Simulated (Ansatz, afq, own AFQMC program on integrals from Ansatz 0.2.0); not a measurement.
# SiGeH (doublet): quantum Monte Carlo beside coupled cluster at distance Si1–Ge2 = 1.756 Å, cc-pVDZ

Aim: compute SiGeH (doublet) with auxiliary-field quantum Monte Carlo on the same integrals as coupled cluster, and set the energies side by side.

The runs use Ansatz 0.2.0, Gaussian basis, and an in-house AFQMC program (afq) on its integrals; all values are calculated; cc-pVDZ, frozen cores.

Plan: PBE (unrestricted); r2SCAN (unrestricted); PBE0 (unrestricted); B3LYP (unrestricted); wB97M-V (unrestricted); B2PLYP (unrestricted); CCSD(T) on UHF; CCSDT(Q) on UHF; Phaseless AFQMC, CISD trial on UHF; Free-projection AFQMC, first-order trial on UHF; Free-projection AFQMC, CID trial on UHF.

9 further runs of the same task are left out: 1 for a known fault of the program, 8 that didn't finish.

## (1) The geometry

The geometry derives from a PBE0/def2-TZVP stationary point (not a proven minimum). One bond is set to the value named and the two fragments are kept rigid. No spin-orbit coupling is included. The filled d shell of Ge may be among the frozen orbitals whatever the setting's name suggests; the logs give the count.

3 atoms, charge 0, spin multiplicity 2.

Atoms are counted from 1 here; the program's logs count them from 0.

Bond lengths: Si1–Ge2 1.756 Å, Si1–H3 1.495 Å. Angles: Ge2–Si1–H3 180.0°.

Coordinates:

```xyz
3

Si    0.0000    0.0000    0.0869
Ge    0.0000    0.0000   -1.6691
H     0.0000    0.0000    1.5823
```

## (2) PBE (unrestricted)

The input, in.yaml:

```yaml
crystal:
  periodic: [false, false, false]
  atoms:
    - {symbol: Si, position_ang: [0.000000, 0.000000, 0.086863]}
    - {symbol: Ge, position_ang: [0.000000, 0.000000, -1.669137]}
    - {symbol: H, position_ang: [0.000000, 0.000000, 1.582273]}
basis:
  gaussian: {orbitals: cc-pVDZ}
magnetization: {spin_polarized: true, initial_magnetization: 1}
hamiltonian: {xc: {name: PBE}}
output: {orbitals: {seedname: orbitals}}
```

Launch:

```sh
ansatz run in.yaml --threads 1 --pin off --events-out ev --progress --plain --max-ram 1382MiB
```

What it wrote:

```text
Functional definition: PBE
  name "PBE"
  cite "Perdew, Burke & Ernzerhof, Phys. Rev. Lett. 77, 3865 (1996) doi:10.1103/PhysRevLett.77.3865"
  parent pbe
  parameter kappa = 0.804
  parameter beta = 0.06672455060314922
  exchange = pbe_x(kappa = kappa, mu = beta*pi^2/3)
  correlation = pbe_c(beta = beta)
556 factors; integrals over basis functions are off by at most 1.2e-3 eV
mean field evaluation 1: about -64391.9716 eV, gradient 9.0e0 eV
mean field evaluation 2: about -64392.1299 eV, gradient 8.6e0 eV
mean field evaluation 4: about -64392.7466 eV, gradient 1.7e0 eV
mean field evaluation 8: about -64392.7684 eV, gradient 3.8e-2 eV
mean field evaluation 16: about -64392.6790 eV, gradient 2.6e0 eV
mean field evaluation 32: about -64392.2919 eV, gradient 7.2e-1 eV
mean field -64392.76839553 eV, -2366.3905915495 hartree, gradient 6.9e-6 eV, S^2 0.753151; 6 other end points of the search recorded, 0 dependent functions left out
reference -64392.76842224 eV, -2366.3905925311 hartree; 24, 23 occupied and 26, 27 virtual orbitals, 556 factors
Total energy: -64392.76842224 eV, -2366.3905925311 hartree
```

Run time: 3.1 s. Hardware: 1 thread of Arm Neoverse V2, shared host.

From the report: ⟨S²⟩ of the determinant 0.753 (pure doublet: 0.75).

## (3) r2SCAN (unrestricted)

in.yaml, as its differences from that of step 2:

```diff
@@ -9,3 +9,2 @@
 magnetization: {spin_polarized: true, initial_magnetization: 1}
-hamiltonian: {xc: {name: PBE}}
-output: {orbitals: {seedname: orbitals}}
+hamiltonian: {xc: {name: r2SCAN}}
```

Launched as before.

What it wrote (excerpt; [...] marks lines left out):

```text
Functional definition: r2SCAN
  name "r2SCAN"
  cite "Furness, Kaplan, Ning, Perdew & Sun, J. Phys. Chem. Lett. 11, 8208 (2020) doi:10.1021/acs.jpclett.0c02405"
  cite "Furness, Kaplan, Ning, Perdew & Sun, J. Phys. Chem. Lett. 11, 9248 (2020) doi:10.1021/acs.jpclett.0c03077"
  parent r2scan
[...]
556 factors; integrals over basis functions are off by at most 1.2e-3 eV
[...]
mean field -64404.30076509 eV, -2366.8143983139 hartree, gradient 1.1e-5 eV, S^2 0.757002; 6 other end points of the search recorded, 0 dependent functions left out
reference -64404.30077410 eV, -2366.8143986450 hartree; 24, 23 occupied and 26, 27 virtual orbitals, 556 factors
Total energy: -64404.30077410 eV, -2366.8143986450 hartree
```

It took 8.5 s on 1 thread of Arm Neoverse V2, shared host.

From the report: ⟨S²⟩ of the determinant 0.757 (pure doublet: 0.75).

## (4) PBE0 (unrestricted)

in.yaml, as its differences from that of step 3:

```diff
@@ -9,2 +9,3 @@
 magnetization: {spin_polarized: true, initial_magnetization: 1}
-hamiltonian: {xc: {name: r2SCAN}}
+hamiltonian: {xc: {name: PBE0}}
+output: {orbitals: {seedname: orbitals}}
```

Launched as before.

What it wrote:

```text
Functional definition: PBE0
  name "PBE0"
  cite "Adamo & Barone, J. Chem. Phys. 110, 6158 (1999) doi:10.1063/1.478522"
  cite "Perdew, Burke & Ernzerhof, Phys. Rev. Lett. 77, 3865 (1996) doi:10.1103/PhysRevLett.77.3865"
  parent pbe
  parameter a = 0.25
  parameter kappa = 0.804
  parameter beta = 0.06672455060314922
  exchange = (1 - a)*pbe_x(kappa = kappa, mu = beta*pi^2/3) + a*exact_x
  correlation = pbe_c(beta = beta)
556 factors; integrals over basis functions are off by at most 1.2e-3 eV
mean field evaluation 1: about -64394.5617 eV, gradient 6.1e0 eV
mean field evaluation 2: about -64394.7411 eV, gradient 4.6e0 eV
mean field evaluation 4: about -64394.9004 eV, gradient 6.1e-1 eV
mean field evaluation 8: about -64394.9190 eV, gradient 1.7e-2 eV
mean field evaluation 16: about -64394.9190 eV, gradient 1.1e-4 eV
mean field -64394.91901899 eV, -2366.4696255042 hartree, gradient 2.5e-5 eV, S^2 0.754051; 1 other end points of the search recorded, 0 dependent functions left out
reference -64394.91903900 eV, -2366.4696262394 hartree; 24, 23 occupied and 26, 27 virtual orbitals, 556 factors
Total energy: -64394.91903900 eV, -2366.4696262394 hartree
```

It took 2.1 s on 1 thread of Arm Neoverse V2, shared host.

From the report: ⟨S²⟩ of the determinant 0.754 (pure doublet: 0.75).

## (5) B3LYP (unrestricted)

in.yaml, as its differences from that of step 4:

```diff
@@ -9,3 +9,2 @@
 magnetization: {spin_polarized: true, initial_magnetization: 1}
-hamiltonian: {xc: {name: PBE0}}
-output: {orbitals: {seedname: orbitals}}
+hamiltonian: {xc: {name: B3LYP}}
```

The command is unchanged.

What it wrote (excerpt; [...] marks lines left out):

```text
Functional definition: B3LYP
  name "B3LYP"
  cite "Stephens, Devlin, Chabalowski & Frisch, J. Phys. Chem. 98, 11623 (1994) doi:10.1021/j100096a001"
  cite "Becke, Phys. Rev. A 38, 3098 (1988) doi:10.1103/PhysRevA.38.3098"
  cite "Lee, Yang & Parr, Phys. Rev. B 37, 785 (1988) doi:10.1103/PhysRevB.37.785"
  cite "Vosko, Wilk & Nusair, Can. J. Phys. 58, 1200 (1980) doi:10.1139/p80-159"
[...]
556 factors; integrals over basis functions are off by at most 1.2e-3 eV
[...]
mean field -64407.13637457 eV, -2366.9186050405 hartree, gradient 1.7e-5 eV, S^2 0.752571; 3 other end points of the search recorded, 0 dependent functions left out
reference -64407.13656159 eV, -2366.9186119134 hartree; 24, 23 occupied and 26, 27 virtual orbitals, 556 factors
Total energy: -64407.13656159 eV, -2366.9186119134 hartree
```

Wall time 3.2 s (1 thread of Arm Neoverse V2, shared host).

From the report: ⟨S²⟩ of the determinant 0.753 (pure doublet: 0.75).

## (6) wB97M-V (unrestricted)

in.yaml, as its differences from that of step 5:

```diff
@@ -9,2 +9,3 @@
 magnetization: {spin_polarized: true, initial_magnetization: 1}
-hamiltonian: {xc: {name: B3LYP}}
+hamiltonian: {xc: {name: wB97M-V}}
+output: {orbitals: {seedname: orbitals}}
```

Launched as before.

What it wrote (excerpt; [...] marks lines left out):

```text
Functional definition: wB97M-V
  name "wB97M-V"
  cite "Mardirossian & Head-Gordon, J. Chem. Phys. 144, 214110 (2016) doi:10.1063/1.4952647"
  cite "Becke, J. Chem. Phys. 107, 8554 (1997) doi:10.1063/1.475007"
  cite "Vydrov & Van Voorhis, J. Chem. Phys. 133, 244103 (2010) doi:10.1063/1.3521275"
  # Of w^i u^j: cxij and so on, Table III.
[...]
  gx(w, u) = 1 - cx + cx01*u + cx10*w
  gss(w, u) = css00 + css04*u^4 + css10*w + css20*w^2 + css43*w^4*u^3
  gos(w, u) = cos00 + cos10*w + (cos20 + cos21*u)*w^2 + (cos60 + cos61*u)*w^6
[...]
      + integral(e_c_pw_mod_opposite_spin*gos(b97_w_opposite, b97_u_opposite)) + vv10(b, c)
556 factors; integrals over basis functions are off by at most 1.2e-3 eV
163 factors; integrals over basis functions are off by at most 7.8e-6 eV
[...]
mean field -64401.66140494 eV, -2366.7174036176 hartree, gradient 2.9e-5 eV, S^2 0.751751; 1 other end points of the search recorded, 0 dependent functions left out
reference -64401.66143484 eV, -2366.7174047165 hartree; 24, 23 occupied and 26, 27 virtual orbitals, 556 factors
Total energy: -64401.66143484 eV, -2366.7174047165 hartree
```

It took 9.5 s on 1 thread of Arm Neoverse V2, shared host.

From the report: ⟨S²⟩ of the determinant 0.752 (pure doublet: 0.75).

## (7) B2PLYP (unrestricted)

in.yaml, as its differences from that of step 6:

```diff
@@ -9,3 +9,3 @@
 magnetization: {spin_polarized: true, initial_magnetization: 1}
-hamiltonian: {xc: {name: wB97M-V}}
-output: {orbitals: {seedname: orbitals}}
+hamiltonian: {xc: {name: B2PLYP}}
+correlation: {electrons: outside_noble_gas}
```

The command is unchanged.

What it wrote (excerpt; [...] marks lines left out):

```text
Functional definition: B2PLYP
  name "B2PLYP"
  cite "Grimme, J. Chem. Phys. 124, 034108 (2006) doi:10.1063/1.2148954"
  cite "Becke, Phys. Rev. A 38, 3098 (1988) doi:10.1103/PhysRevA.38.3098"
  cite "Lee, Yang & Parr, Phys. Rev. B 37, 785 (1988) doi:10.1103/PhysRevB.37.785"
[...]
556 factors; integrals over basis functions are off by at most 1.2e-3 eV
[...]
mean field -64389.04539027 eV, -2366.2537736298 hartree, gradient 7.8e-6 eV, S^2 0.754597; 2 other end points of the search recorded, 0 dependent functions left out
19 core orbitals not correlated: weight in the atoms' cores, before any rotation towards them, 0.997 or more for the frozen orbitals, at most 0.002 for the correlated occupied ones
reference -64389.04550952 eV, -2366.2537780124 hartree; 5, 4 occupied and 26, 27 virtual orbitals, 556 factors
second order -5.04664739 eV of doubles, -0.00000000 eV of singles
Total energy: -64390.40810432 eV, -2366.3038524475 hartree
```

Wall time 2.2 s (1 thread of Arm Neoverse V2, shared host).

From the report: ⟨S²⟩ of the determinant 0.755 (pure doublet: 0.75).

## (8) CCSD(T) on UHF

in.yaml, as its differences from that of step 7:

```diff
@@ -9,3 +9,2 @@
 magnetization: {spin_polarized: true, initial_magnetization: 1}
-hamiltonian: {xc: {name: B2PLYP}}
-correlation: {electrons: outside_noble_gas}
+correlation: {method: ccsd_t, electrons: outside_noble_gas, hamiltonian_folder: ham}
```

Same command.

What it wrote (excerpt; [...] marks lines left out):

```text
Functional definition: HF
  name "HF"
  cite "Fock, Z. Phys. 61, 126 (1930) doi:10.1007/BF01340294"
  parent pbe
[...]
556 factors; integrals over basis functions are off by at most 1.2e-3 eV
[...]
mean field -64345.10563099 eV, -2364.6390172597 hartree, gradient 6.2e-6 eV, S^2 0.761251; 9 other end points of the search recorded, 0 dependent functions left out
determinant -64345.10563099 eV, -2364.6390172597 hartree, with singles and doubles -64349.78531231 eV, -2364.8109923762 hartree
determinant -64344.66912982 eV, -2364.6229761375 hartree, with singles and doubles -64349.39032368 eV, -2364.7964768118 hartree
determinant -64345.10563099 eV, -2364.6390172597 hartree, with singles and doubles -64349.78537590 eV, -2364.8109947130 hartree
determinant -64344.66912982 eV, -2364.6229761375 hartree, with singles and doubles -64349.39245328 eV, -2364.7965550732 hartree
19 core orbitals not correlated: weight in the atoms' cores, before any rotation towards them, 0.998 or more for the frozen orbitals, at most 0.002 for the correlated occupied ones
reference -64345.10563099 eV, -2364.6390172597 hartree; 5, 4 occupied and 26, 27 virtual orbitals, 556 factors
second order -3.87009522 eV of doubles, -0.00000000 eV of singles
cycle   1  -4.67973920 eV  change    5.7e-6 eV  update   3.5e-6
cycle   2  -4.67973343 eV  change    5.8e-6 eV  update   2.2e-6
perturbative correction -0.18718683 eV, -0.0068789892 hartree
Total energy: -64349.97255125 eV, -2364.8178732804 hartree
```

It took 3.7 s on 1 thread of Arm Neoverse V2, shared host.

From the report: ⟨S²⟩ of the determinant 0.761 (pure doublet: 0.75); correlation -4.8669 eV; T1 0.019; largest double amplitude 0.09.

This run also writes the integrals to the folder ham.

## (9) CCSDT(Q) on UHF

in.yaml, as its differences from that of step 8:

```diff
@@ -9,2 +9,2 @@
 magnetization: {spin_polarized: true, initial_magnetization: 1}
-correlation: {method: ccsd_t, electrons: outside_noble_gas, hamiltonian_folder: ham}
+correlation: {method: ccsdt_q, electrons: outside_noble_gas}
```

The command is unchanged.

What it wrote (excerpt; [...] marks lines left out):

```text
Functional definition: HF
  name "HF"
  cite "Fock, Z. Phys. 61, 126 (1930) doi:10.1007/BF01340294"
  parent pbe
[...]
945 factors; integrals over basis functions are off by at most 1.3e-7 eV
[...]
mean field -64345.10573609 eV, -2364.6390211223 hartree, gradient 2.3e-6 eV, S^2 0.761251; 9 other end points of the search recorded, 0 dependent functions left out
determinant -64345.10573609 eV, -2364.6390211223 hartree, with singles and doubles -64349.78541740 eV, -2364.8109962381 hartree
determinant -64344.66923713 eV, -2364.6229800813 hartree, with singles and doubles -64349.39043065 eV, -2364.7964807428 hartree
determinant -64345.10573609 eV, -2364.6390211223 hartree, with singles and doubles -64349.78548082 eV, -2364.8109985690 hartree
determinant -64344.66923713 eV, -2364.6229800813 hartree, with singles and doubles -64349.39256098 eV, -2364.7965590310 hartree
19 core orbitals not correlated: weight in the atoms' cores, before any rotation towards them, 0.998 or more for the frozen orbitals, at most 0.002 for the correlated occupied ones
reference -64345.10573609 eV, -2364.6390211223 hartree; 5, 4 occupied and 26, 27 virtual orbitals, 945 factors
second order -3.87010653 eV of doubles, -0.00000000 eV of singles
cycle   1  -4.42812210 eV  change   -5.6e-1 eV  update   8.5e-2
[...]
cycle  17  -4.90047726 eV  change    7.7e-7 eV  update   6.7e-7
perturbative correction -0.01212343 eV, -0.0004455278 hartree
Total energy: -64350.01833679 eV, -2364.8195558679 hartree
```

Run time: 10 s. Hardware: 1 thread of Arm Neoverse V2, shared host.

From the report: ⟨S²⟩ of the determinant 0.761 (pure doublet: 0.75); correlation -4.9126 eV; T1 0.020; largest double amplitude 0.10.

## (10) Phaseless AFQMC, CISD trial on UHF

It reads the integrals that the CCSD(T) run on this determinant wrote.

Launch:

```sh
afq ham --method phaseless --trial cisd --walkers 60 --populations 1 --least-time 40 --time-step 0.005 --steps-per-block 50 --equilibration-blocks 28 --max-blocks 300 --target-error 0.00036 --factor-cut 1e-05 --start spin_pure --seed 4034 --release-times 0.24,0.51,0.99,1.62,2.4 --release-step 0.03 --release-every 4 --taylor-order 6
```

What it wrote:

```text
orbitals 31  electrons 5 4  factors 243 of 556
reference energy -2364.63901726 Eh
CCSD correlation -0.17197693 Eh in 12 cycles, weight of the determinant in the CISD state 0.8735
energy of the start -2364.810723 Eh
 block  time / (1/Eh)  mean weight  energy / Eh
     1     0.250  1.0009  -2364.808648
     2     0.500  1.0001  -2364.809617
     3     0.750  0.9989  -2364.810139
     4     1.000  1.0000  -2364.812867
     5     1.250  1.0004  -2364.814550
     6     1.500  0.9997  -2364.815628
     7     1.750  0.9999  -2364.816549
     8     2.000  0.9982  -2364.814875
     9     2.250  0.9996  -2364.816893
    10     2.500  0.9986  -2364.819005
    17     4.250  1.0007  -2364.815883
    25     6.250  1.0009  -2364.819267
    33     8.250  1.0008  -2364.817450
    41    10.250  1.0006  -2364.817641
    49    12.250  1.0021  -2364.816807
    57    14.250  0.9987  -2364.817880
    65    16.250  1.0013  -2364.813466
    73    18.250  1.0006  -2364.819591
    81    20.250  0.9999  -2364.832525
    89    22.250  1.0003  -2364.831807
    97    24.250  1.0018  -2364.821065
   105    26.250  1.0012  -2364.820226
   113    28.250  0.9994  -2364.818564
   121    30.250  1.0002  -2364.817715
   129    32.250  1.0006  -2364.818384
   137    34.250  1.0004  -2364.817851
   145    36.250  1.0002  -2364.818172
   153    38.250  0.9992  -2364.816602
   161    40.250  1.0007  -2364.816989
   169    42.250  0.9997  -2364.830230
   177    44.250  1.0000  -2364.811082
   185    46.250  1.0009  -2364.818866
   193    48.250  1.0003  -2364.817217
   201    50.250  1.0001  -2364.817763
   209    52.250  1.0001  -2364.817547
   217    54.250  1.0002  -2364.818500
   225    56.250  1.0011  -2364.814431
   233    58.250  0.9973  -2364.815286
   241    60.250  1.0009  -2364.823812
   249    62.250  1.0015  -2364.816852
   257    64.250  0.9983  -2364.816345
   265    66.250  1.0009  -2364.821595
   273    68.250  0.9993  -2364.812550
   281    70.250  0.9993  -2364.815756
   289    72.250  1.0011  -2364.826426
   297    74.250  1.0003  -2364.828045
   305    76.250  1.0007  -2364.821420
   313    78.250  1.0023  -2364.820042
   321    80.250  1.0000  -2364.816313
blocks merged  error / Eh  count
     1  0.000214  300
     2  0.000275  150
     4  0.000346  75
     8  0.000415  37
    16  0.000446  18
    32  0.000500  9
released: time / (1/Eh)  energy / Eh  error  mean overlap
  0.24  -2364.818579  0.000443  1.0053
  0.51  -2364.819037  0.000395  0.9988
  0.99  -2364.819507  0.000377  0.9936
  1.62  -2364.819141  0.000410  1.0052
  2.40  -2364.819388  0.000387  0.9961
energy -2364.818388 +/- 0.000446 Eh
```

Wall time 3.4 min (1 thread of Arm Neoverse V2, shared host).

Energy -64349.9865 ± 0.0121 eV. Caveats: constraint bias not in the error.

## (11) Free-projection AFQMC, first-order trial on UHF (settings varied)

It reads the integrals that the CCSD(T) run on this determinant wrote.

Launch:

```sh
afq ham --method free --trial mp1 --walkers 20 --time-step 0.08 --max-blocks 30 --target-error 0.00072 --factor-cut 1e-05 --seed 8163 --times 0.0,0.4,0.8,1.6,2.4 --taylor-order 6
```

What it wrote:

```text
orbitals 31  electrons 5 4  factors 243 of 556
reference energy -2364.63901726 Eh
CCSD correlation -0.17197693 Eh in 12 cycles, weight of the determinant in the CISD state 0.8735
repeat  energy at the last time / Eh  error
    10  -2364.815642  0.001771
    20  -2364.818268  0.001940
    30  -2364.818137  0.001444
time / (1/Eh)  energy / Eh  error  mean overlap
  0.00  -2364.810710  0.000715  1.1066
  0.40  -2364.815081  0.000682  1.0957
  0.80  -2364.816679  0.000923  1.1010
  1.60  -2364.818947  0.000921  1.0857
  2.40  -2364.818137  0.001444  1.1016
energy -2364.818137 +/- 0.001444 Eh
```

Run time: 6.8 s. Hardware: 1 thread of Arm Neoverse V2, shared host.

Energy -64349.9797 ± 0.0393 eV. Caveats: remainder of the start not in the error; error above the target.

## (12) Free-projection AFQMC, CID trial on UHF (settings varied)

It reads the integrals that the CCSD(T) run on this determinant wrote.

Launch:

```sh
afq ham --method free --trial cid --walkers 20 --time-step 0.01 --max-blocks 60 --target-error 0.00072 --factor-cut 1e-06 --seed 1883 --times 0.0,0.2,0.4,0.8,1.2 --taylor-order 8
```

What it wrote:

```text
orbitals 31  electrons 5 4  factors 275 of 556
reference energy -2364.63901726 Eh
CCSD correlation -0.17197703 Eh in 12 cycles, weight of the determinant in the CISD state 0.8735
repeat  energy at the last time / Eh  error
    10  -2364.818756  0.001235
    20  -2364.818532  0.000721
    30  -2364.818710  0.000564
time / (1/Eh)  energy / Eh  error  mean overlap
  0.00  -2364.811188  0.000314  1.1408
  0.20  -2364.814247  0.000379  1.1239
  0.40  -2364.816081  0.000585  1.1139
  0.80  -2364.818089  0.000561  1.0966
  1.20  -2364.818657  0.000548  1.0988
energy -2364.818657 +/- 0.000548 Eh
```

Run time: 13 s. Hardware: 1 thread of Arm Neoverse V2, shared host.

Energy -64349.9939 ± 0.0149 eV. Caveats: remainder of the start not in the error.

## (13) AFQMC on the ladder

On the UHF determinant, counted from CCSDT(Q) (a yardstick, not exact):

| level | energy (eV) | from CCSDT(Q) (meV) | statistical error (meV) | time |
| --- | --- | --- | --- | --- |
| HF | -64345.1056 | +4912.7 |  |  |
| MP2 | -64348.9757 | +1042.6 |  |  |
| CCSD | -64349.7854 | +233.0 |  |  |
| CCSD(T) | -64349.9726 | +45.8 |  |  |
| CCSDT(Q) | -64350.0183 | 0.0 |  |  |
| Phaseless AFQMC, CISD trial, step 0.005, 60 walkers | -64349.9865 | +31.8 | 12.1 | 3.4 min |
| Free-projection AFQMC, first-order trial, step 0.08, 20 walkers | -64349.9797 | +38.6 | 39.3 | 6.8 s |
| Free-projection AFQMC, CID trial, step 0.01, 20 walkers | -64349.9939 | +24.4 | 14.9 | 13 s |

The functionals' totals stand on their own zeros and serve differences with other points: PBE -64392.768 eV; r2SCAN -64404.301 eV; PBE0 -64394.919 eV; B3LYP -64407.137 eV; wB97M-V -64401.661 eV; B2PLYP -64390.408 eV.

## (14) Outcome

| quantity | value |
| --- | --- |
| CCSD(T) on UHF from CCSDT(Q) | +45.8 meV |
| Phaseless AFQMC, CISD trial on UHF from CCSDT(Q) | +31.8 ± 12.1 meV |

On UHF the phaseless walk with the CISD trial lies +31.8 meV from CCSDT(Q), within three error bars. Error bars are statistical and leave out the constraint, the time step and what remains of the start.
